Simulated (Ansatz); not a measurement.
# Ca2TaO3: the cost of one run

Method: DFT PBE, scalar-relativistic, plane waves, PAW, in Ansatz 0.2.0.

### 1 The system as given

The structure is hexagonal, space group P-6m2 (No. 187). Conventional cell: a = 3.424 Å, b = 3.424 Å, c = 15.924 Å, α = 90.00°, β = 90.00°, γ = 120.00°. Ca (site symmetry 3m) has 6 O at 2.38 Å and 1 Ta at 2.65 Å and 1 Ca at 2.65 Å as nearest neighbours. Ca (site symmetry 3m) is surrounded by 6 O at 2.38 Å and 2 Ca at 2.65 Å. Around Ta (site symmetry 3m) lie 6 O at 2.38 Å and 1 Ta at 2.65 Å and 1 Ca at 2.65 Å. O (site symmetry -6m2) has 6 Ta at 2.38 Å as nearest neighbours. Around O (site symmetry 3m) lie 6 Ca at 2.38 Å. O (site symmetry 3m) is surrounded by 3 Ca at 2.38 Å and 3 Ta at 2.38 Å. O (site symmetry -6m2) is surrounded by 6 Ca at 2.38 Å.

As a file:

```cif
data_structure
_symmetry_space_group_name_H-M 'P 1'
_symmetry_Int_Tables_number 1
_cell_length_a 3.4245
_cell_length_b 3.4245
_cell_length_c 15.9237
_cell_angle_alpha 90.000
_cell_angle_beta 90.000
_cell_angle_gamma 120.000
_cell_volume 161.72
loop_
_atom_site_label
_atom_site_type_symbol
_atom_site_fract_x
_atom_site_fract_y
_atom_site_fract_z
_atom_site_occupancy
Ca1 Ca 0.00000 0.00000 0.25000 1
Ca2 Ca 0.00000 0.00000 0.58333 1
Ca3 Ca 0.00000 0.00000 0.41667 1
Ca4 Ca 0.00000 0.00000 0.75000 1
Ta1 Ta 0.00000 0.00000 0.91667 1
Ta2 Ta 0.00000 0.00000 0.08333 1
O1 O 0.33333 0.66667 0.00000 1
O2 O 0.33333 0.66667 0.33333 1
O3 O 0.33333 0.66667 0.66667 1
O4 O 0.66667 0.33333 0.16667 1
O5 O 0.66667 0.33333 0.50000 1
O6 O 0.66667 0.33333 0.83333 1
```

The cell is invented: ordered mixture on the cation sites of nickel arsenide (P-6m2, No. 187). Its size is a rough estimate.

### 2 A first look at the guess

Input file input.yaml:

```yaml
crystal:
  lattice:
    - [3.42446043, 0.0, 0.0]
    - [-1.71223022, 2.96566973, 0.0]
    - [0.0, 0.0, 15.92374101]
  atoms:
    - { symbol: Ca, position: [0.0, 0.0, 0.25] }
    - { symbol: Ca, position: [0.0, 0.0, 0.58333333] }
    - { symbol: Ca, position: [0.0, 0.0, 0.41666667] }
    - { symbol: Ca, position: [0.0, 0.0, 0.75] }
    - { symbol: Ta, position: [0.0, 0.0, 0.91666667] }
    - { symbol: Ta, position: [0.0, 0.0, 0.08333333] }
    - { symbol: O, position: [0.33333333, 0.66666667, 0.0] }
    - { symbol: O, position: [0.33333333, 0.66666667, 0.33333333] }
    - { symbol: O, position: [0.33333333, 0.66666667, 0.66666667] }
    - { symbol: O, position: [0.66666667, 0.33333333, 0.16666667] }
    - { symbol: O, position: [0.66666667, 0.33333333, 0.5] }
    - { symbol: O, position: [0.66666667, 0.33333333, 0.83333333] }
basis:
  ecutwfc: 420
kpoints:
  mp_grid: { grid: [6, 6, 1] }
hamiltonian:
  xc: pbe
scf:
  occupations: { method: gaussian, width: 0.1 }
  lower_state_search: "off"
output:
  forces: true
  stress: true
  eigenvalues: true
```

The run is started by

```bash
> ansatz run input.yaml --threads 1 --pin off --max-ram 2560MiB --backend cpu --events-out ev --progress --plain --runs-dir out
```

What time and memory should one allow on 1 thread of Intel Xeon 6975P-C (Granite Rapids), shared host?

About 8 s, with a peak of 0.44 GiB.
